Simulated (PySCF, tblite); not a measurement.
# 3,3-dimethylbutyryl chloride (C6H11ClO): geometry, infrared bands and NMR shifts

What infrared bands and NMR shifts should 3,3-dimethylbutyryl chloride (C6H11ClO) (`CC(C)(C)CC(=O)Cl`) show?

The runs use tblite 0.8.0 and PySCF 2.14.0, with density-fitted response routines of our own; the level of theory stands in each step. All values are computed, except where a source is named. Atoms are numbered from 0 throughout.

### Step 1. The starting structure

19 atoms, charge 0, multiplicity 1; geometry from: force field or distance geometry start.

Bonds of the start (Å): C0–C1 1.51, C1–C2 1.52, C1–C3 1.50, C1–C4 1.50, C4–C5 1.47, C5–O6 1.23, C5–Cl7 1.79, C0–H8 1.10, C0–H9 1.12, C0–H10 1.09, C2–H11 1.11, C2–H12 1.11, C2–H13 1.12, C3–H14 1.10, C3–H15 1.11, C3–H16 1.12, C4–H17 1.10, C4–H18 1.11.

### Step 2. Optimising the geometry with GFN2-xTB

The job: settings as JSON, then the geometry in Å.

```
{"job": {"kind": "relax", "xc": "GFN2-xTB", "basis": "xTB"}, "charge": 0, "multiplicity": 1}
C     -0.486400     1.448800    -0.149000
C     -0.328400    -0.034600     0.073900
C     -1.200500    -0.413400     1.259100
C     -0.783200    -0.704700    -1.186900
C      1.073300    -0.361000     0.483100
C      2.119600    -0.004700    -0.487400
O      1.930900     0.533300    -1.574700
Cl     3.801900    -0.381900    -0.011900
H      0.509900     1.888100    -0.312900
H     -0.954100     1.851000     0.785700
H     -1.123500     1.692400    -1.003900
H     -1.521000    -1.457100     1.077400
H     -0.570800    -0.408700     2.167200
H     -2.069000     0.278700     1.364000
H     -0.635300    -1.790300    -1.192400
H     -0.281700    -0.277400    -2.074200
H     -1.877200    -0.515600    -1.332100
H      1.277700     0.121900     1.455400
H      1.108000    -1.455800     0.652200
```

Command:

```sh
$ OMP_NUM_THREADS=1 python probes_run.py task.json out
```

This one command runs all jobs of the session in turn.

**Question.** This job is followed by: GFN2-xTB harmonic vibrations, gas phase; GIAO PBE0/pcSseg-1 NMR shielding, non-relativistic, gas phase. Predict these results of the whole session: strongest single infrared mode (GFN2-xTB); zero-point energy (GFN2-xTB); 13C shifts against TMS (PBE0/pcSseg-1, means over atoms taken as alike); 1H shifts against TMS (PBE0/pcSseg-1, means over atoms taken as alike); 17O shifts against H2O (PBE0/pcSseg-1); 35Cl shifts against HCl (PBE0/pcSseg-1); surface potential, 1st and 99th percentile.

**Answer**, as computed:

```
                                                               quantity                        value
                              strongest single infrared mode (GFN2-xTB)        1852 cm⁻¹, 376 km/mol
                                           zero-point energy (GFN2-xTB)                99.3 kcal/mol
13C shifts against TMS (PBE0/pcSseg-1, means over atoms taken as alike)  183.3, 62.0, 33.7, 29.5 ppm
 1H shifts against TMS (PBE0/pcSseg-1, means over atoms taken as alike)               2.81, 1.08 ppm
                                 17O shifts against H2O (PBE0/pcSseg-1)                    588.0 ppm
                                35Cl shifts against HCl (PBE0/pcSseg-1)                      490 ppm
                                  surface potential, 1st and 99th percentile           -1.18 V and 1.15 V
```

What this shows: Over 82 steps the energy fell by 0.655 eV; of the close pairs, C5–O6 changed most, 1.228 to 1.182 Å. All 51 modes are real, so the xTB geometry is a minimum. The strongest single mode, at 1852 cm⁻¹, moves mainly C5 and O6. Unscaled tight-binding wavenumbers are off by several per cent, some by more. Its intensities can rank the bands wrongly. H17, H18 (mean) (hydrogen on an sp3 CH2 α to a carbonyl) lies farthest downfield among hydrogen, at 2.81 ppm; α to C=O. At PBE0/pcSseg-1: The widest tensor belongs to Cl7: span 917 ppm, with a paramagnetic part of -685 ppm. At PBE0/pcSseg-1, counted by nearest atom on the grid, the HOMO lies on O6 47 %; Cl7 25 %, the LUMO on C5 48 %; O6 30 %.
